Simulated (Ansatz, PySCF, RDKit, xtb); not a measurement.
**CuBN2H: a search for the lowest isomer**

Only the formula CuBN2H is given (odd number of electrons). Aim: find the structure of lowest free energy at 298.15 K, then its properties.

Plan: many cheap relaxations first (GFN2-xTB), then density-functional screening, relaxation at PBE0-D3(BJ)/def2-SVP, vibrations and a final energy. The numbers are computed, not measured.

3 further runs of the same task are left out: 3 set aside as unsound or not needed.

### 1 Candidates

A program enumerates the bonding patterns with one Lewis structure each (two rings at most, one unusual centre or charged pair), with their diastereomers. O–O, O–halogen and N–halogen bonds and N–N–N chains are not drawn. That gives 30 candidates, of which 1 could not be built in three dimensions.

c008 [N]=B[NH][Cu]; c033 [NH]/B=[N]\[Cu]; c042 [BH]/N=[N]\[Cu]; c051 [B+]1N[N][Cu-]1; c081 [BH]/N=[N]/[Cu]; c095 [B]=N[NH][Cu]; c202 [CuH-][N+]1=N[B]1; c226 [BH][Cu-][N+]#N; c286 [N]=[N+]1[BH][Cu-]1; c361 [Cu][N@]1[B]N1; c435 [N]=N[BH][Cu]; c439 [NH]/B=[N]/[Cu]; c448 [B]1N=[NH+][Cu-]1; c453 [B]1[N@]2[Cu-][N@H+]12; c541 [B]=[N+]1[NH][Cu-]1; c580 [N]=N[B+][CuH-]; c655 N=N[B][Cu]; c665 B1=[NH+][Cu-][N]1; c698 [BH][N+]1=[N][Cu-]1; c700 [B]=[N+]([NH-])[Cu]; c737 [B]=[NH+][N-][Cu]; c744 [Cu][B]1[N]N1; c783 [N]1[B]2[Cu-][N@H+]12; c903 [BH][N+](=[N-])[Cu]; c907 B#[N+][Cu-][NH]; c911 [N-]=[NH+][B][Cu]; c932 [Cu][N@]1B[N]1; c966 N=[N+]1[B][Cu-]1; c982 [Cu][N@@H+]1[B][N-]1.

Candidates are built by distance geometry, with a force field where one applies, in up to four conformers (letters a to d). 16 starts with atoms placed at random are added, to find patterns that the rules miss.

Q: Predict the outcome of this search (final energies at CCSD(T)/def2-SVP + MP2/def2-TZVPP - MP2/def2-SVP).

| quantity | value |
| --- | --- |
| lowest structure found | [NH]/B=[N]/[Cu], doublet, Cs |
| next finalist | [N]=N[BH][Cu], doublet, 6.1 kcal/mol higher in G |
| share at equilibrium, among the finalists | 100.0 % |
| harmonic wavenumbers, lowest and highest (PBE0-D3(BJ)/def2-SVP) | 79 and 3669 cm⁻¹ |
| rotational constants, same geometry | 1.042, 0.07837, 0.07289 cm⁻¹ |
| dipole moment (PBE0/def2-TZVPD) | 4.03 D |
| HOMO energy (highest over α and β) (PBE0/def2-TZVPD) | -6.87 eV |
| LUMO energy (lowest over α and β) (PBE0/def2-TZVPD) | -3.36 eV |
| lowest excitation (TD-B3LYP/def2-SVPD) | 1.15 eV (f = 0.000) |
| vertical ionisation energy (to the singlet cation) | 9.32 eV |
| vertical electron affinity | 1.70 eV |
| vertical quartet less doublet | +2.08 eV |

`[NH]/B=[N]/[Cu]` comes out lowest. The margin of 6.1 kcal/mol over the next finalist is beyond the usual error of the last level; it says nothing of structures that weren't ranked. GFN2-xTB, HF/STO-3G, r2SCAN-D4/def2-SVP, PBE0-D3(BJ)/def2-SVP, HF/def2-SVP and MP2/def2-SVP already put its bonding pattern lowest among the structures in one piece. The stability test raises a flag; for an open shell a flag towards a general spinor solution can be the free rotation of the spin. Lowest found is not proven lowest: the search is finite, and each finalist counts with one conformer.
